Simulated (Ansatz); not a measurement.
# ZrCl+ (triplet): relaxing a cheap start

Aim: relax a generated start of ZrCl+ (triplet) and see which bonds hold.

Program: Ansatz 0.2.0, Gaussian basis. Level of theory: UKS PBE0/def2-TZVP. These are calculated values, not measurements.

**1. The system as given**

2 atoms, charge 1, spin multiplicity 3.

Atoms are counted from 1 here; the program's logs count them from 0.

Bond lengths: Zr1–Cl2 2.470 Å.

The start is set by covalent radii. Sticks and bond lists go by distance. No spin-orbit coupling is included. Elements past krypton take def2 core potentials.

**2. The run**

Input file in.yaml:

```yaml
crystal:
  periodic: [false, false, false]
  atoms:
    - {symbol: Zr, position_ang: [0.000000, 0.000000, 0.000000]}
    - {symbol: Cl, position_ang: [0.000000, 0.000000, 2.470000]}
basis:
  gaussian: {orbitals: def2-TZVP}
total_charge: 1
magnetization: {spin_polarized: true, initial_magnetization: 2}
hamiltonian: {xc: pbe0}
relax: {f_tol: 0.004, max_steps: 80}
```

Launch:

```
$ ansatz run in.yaml --threads 1 --pin off --events-out ev --progress --plain --max-ram 2176MiB
```

**Question.** What will these runs give? Wanted: energy gained; shift from the start; total energy; ⟨S²⟩.

**Answer**, as computed:

| quantity | value |
| --- | --- |
| steps | 5 |
| energy gained | 0.434 eV |
| shift from the start (rms) | 0.122 Å |
| total energy | -13791.2962 eV |
| ⟨S²⟩ | 2.006 |

What this shows: The bonds of the start are those of the end. Zr1–Cl2 went from 2.470 to 2.227 Å. No vibrations were run, so this is a stationary point, not a proven minimum, and this spin need not be the ground state's.
